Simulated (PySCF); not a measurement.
# SiHg−: from the state search to spectroscopic constants

An exercise on one series of results from a longer session: the logs are not shown, and one member is left open.

Method: Si def2-SVPD, Hg def2-SVPD with ECP60, scalar-relativistic core potentials; program: PySCF 2.14.0.

3 further runs of the same task are left out: 3 set aside as unsound or not needed.

Set-up of the first run:

A driver script around PySCF takes these settings:

- atoms: Si, Hg
- charge: -1
- basis: Si def2-SVPD, Hg def2-SVPD with ECP60
- Hamiltonian: scalar-relativistic core potentials
- basis functions: 59
- electrons treated: 35
- masses in u: 27.9769, 201.9706
- levels: PBE0, PBE, r²SCAN, PW91, PBEsol, revPBE, HSE06, HF, MP2, SCS-MP2, CCSD, CCSD(T)
- grid: 80 radial by 434 angular points
- occupations: held fixed by the projection of orbital angular momentum
- dissociation limit: Si− + Hg, each in its ground configuration
- starting distance in angstrom: 2.590
- values of 2S to try: 1, 3

Run with:

```bash
$ OMP_NUM_THREADS=1 python dia.py task.json out
```

Among the steps run: Set-up; PBE0 along the bond; PBE; r²SCAN (meta-GGA); PW91 (GGA); PBEsol (GGA); revPBE (GGA); HSE06 (range-separated hybrid); UHF; Correlated methods on the Hartree–Fock reference.

One of the session's tables, all rows but one given; the rest of the session is left out.

It belongs to the step «Constants by level of theory». 

```
      level  Re (Å)  ωe (cm⁻¹)  De (eV)
        UHF   3.248       80.9    0.370
    UHF-MP2   2.878      117.5     0.64
UHF-SCS-MP2   2.978      102.3     0.53
   UHF-CCSD   2.977      107.3     0.56
UHF-CCSD(T)   2.917      115.6     0.62
        PBE       ?          ?        ?
     PBEsol   2.696      166.3     1.07
     revPBE   2.854      123.9     0.74
       PW91   2.779      143.7     0.94
     r²SCAN   2.749      144.7     0.85
       PBE0   2.791      138.7     0.81
      HSE06   2.793      140.4     0.84
```

**Question.** Estimate the row for PBE.

As computed: Re (Å): 2.784; ωe (cm⁻¹): 142.0; De (eV): 0.90. In the column «Re (Å)» it lies between PW91 (2.779) and PBE0 (2.791).

De is counted to Si− + Hg in their ground configurations.
